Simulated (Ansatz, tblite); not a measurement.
# The cluster SnPt₄−: rung by rung

How do method and basis change the picture of the cluster SnPt₄− (doublet)?

Program: Ansatz 0.2.0, Gaussian basis. Level of theory: as each input shows. These are calculated values, not measurements.

Levels to be run: GFN1-xTB, GFN2-xTB, PBE-D4/def2-TZVPD, r2SCAN-D4/def2-TZVPD, r2SCANh-D4/def2-TZVPD, PBE-QIDH/def2-TZVPD, B97M-V/def2-TZVPD, MP2/def2-TZVPD, RPA/def2-TZVPD.

5 further runs of the same task are left out: 1 that didn't finish, 4 set aside as unsound or not needed.

### 1 The geometry

The geometry is that of the doublet, from an earlier relaxation (PBE-D4/def2-SVPD). At that level it is the lowest of the isomers that a small search found.

5 atoms, charge -1, spin multiplicity 2.

Bond lengths: Pt1–Pt2 2.581 Å, Pt1–Pt4 2.598 Å, Pt1–Sn5 2.714 Å, Pt2–Pt3 2.601 Å, Pt2–Sn5 2.708 Å, Pt3–Pt4 2.581 Å, Pt3–Sn5 2.708 Å, Pt4–Sn5 2.714 Å. Angles: Pt2–Pt1–Pt4 90.0°, Pt2–Pt1–Sn5 61.5°, Pt4–Pt1–Sn5 61.4°, Pt1–Pt2–Pt3 90.0°, Pt1–Pt2–Sn5 61.7°, Pt3–Pt2–Sn5 61.3°, Pt2–Pt3–Pt4 90.0°, Pt2–Pt3–Sn5 61.3°, Pt4–Pt3–Sn5 61.7°, Pt1–Pt4–Pt3 90.0°, Pt1–Pt4–Sn5 61.4°, Pt3–Pt4–Sn5 61.5°, Pt1–Sn5–Pt2 56.8°, Pt1–Sn5–Pt3 85.0°, Pt1–Sn5–Pt4 57.2°, Pt2–Sn5–Pt3 57.4°, Pt2–Sn5–Pt4 85.0°, Pt3–Sn5–Pt4 56.8°.

Coordinates:

```
atom    x (Å)    y (Å)    z (Å)
 Pt1  -0.8548   1.2090  -1.1500
 Pt2   0.2583   1.4439   1.1662
 Pt3   1.4715  -0.8289   0.8120
 Pt4   0.3570  -1.0612  -1.5039
 Sn5  -1.2320  -0.7629   0.6757
```

Pt, Sn take a core potential in the def2 sets. No spin-orbit coupling is included. The ion is computed in the gas phase, without counter-ions or solvent.

PBE0-D4/def2-TZVPD was run before; its log isn't repeated, and its numbers join the tables.

### 2 GFN1-xTB

Tight binding, by tblite at 300 K electronic temperature and without a spin-polarisation term:

```python
tblite.interface.Calculator('GFN1-xTB', numbers, positions, charge=-1, uhf=1).singlepoint()
```

Energy -559.0550 eV; 0.005 s.

### 3 GFN2-xTB

Tight binding, by tblite at 300 K electronic temperature and without a spin-polarisation term:

```python
tblite.interface.Calculator('GFN2-xTB', numbers, positions, charge=-1, uhf=1).singlepoint()
```

Energy -559.8006 eV; 0.028 s.

### 4 PBE-D4/def2-TZVPD

start.molden holds the orbitals of an earlier run on this state, given as this run's starting guess.

Contents of in.yaml:

```yaml
crystal:
  periodic: [false, false, false]
  atoms:
    - {symbol: Pt, position_ang: [-0.854829, 1.209040, -1.150049]}
    - {symbol: Pt, position_ang: [0.258316, 1.443938, 1.166242]}
    - {symbol: Pt, position_ang: [1.471524, -0.828878, 0.812012]}
    - {symbol: Pt, position_ang: [0.356990, -1.061154, -1.503875]}
    - {symbol: Sn, position_ang: [-1.232001, -0.762946, 0.675679]}
basis:
  gaussian: {orbitals: def2-TZVPD, initial_orbitals: start.molden}
total_charge: -1
magnetization: {spin_polarized: true, initial_magnetization: 1}
hamiltonian: {xc: pbe, dispersion: d4}
scf: {omitted_lower_state_checks: [starts]}
output: {forces: true, orbitals: {seedname: orbitals}}
```

Command:

```bash
ansatz run in.yaml --threads 4 --pin off --events-out ev --progress --plain --max-ram 4787MiB
```

After this run come: r2SCAN-D4/def2-TZVPD; r2SCANh-D4/def2-TZVPD; PBE-QIDH/def2-TZVPD; B97M-V/def2-TZVPD; MP2/def2-TZVPD; RPA/def2-TZVPD.

**Question.** What will the summary of the whole plan be? Wanted: gap in def2-TZVPD, named functionals, smallest and largest; correlation energy, MP2/def2-TZVPD; ⟨S²⟩ in def2-TZVPD, named functionals, smallest and largest.

The runs gave:

| quantity | value |
| --- | --- |
| gap in def2-TZVPD, named functionals, smallest and largest | 0.31 eV (PBE-D4), 2.03 eV (PBE0-D4) |
| correlation energy, MP2/def2-TZVPD | -60.60 eV |
| ⟨S²⟩ in def2-TZVPD, named functionals, smallest and largest | 1.731, 1.803 |

**Reading.** Orbital gaps of the named functionals in def2-TZVPD span 0.31 eV (PBE-D4) to 2.03 eV (PBE0-D4); exact exchange widens it. Over the named functionals in def2-TZVPD spin contamination reaches 1.05 (r2SCANh-D4), and every level is far from pure, so all describe a mixture with higher spin.
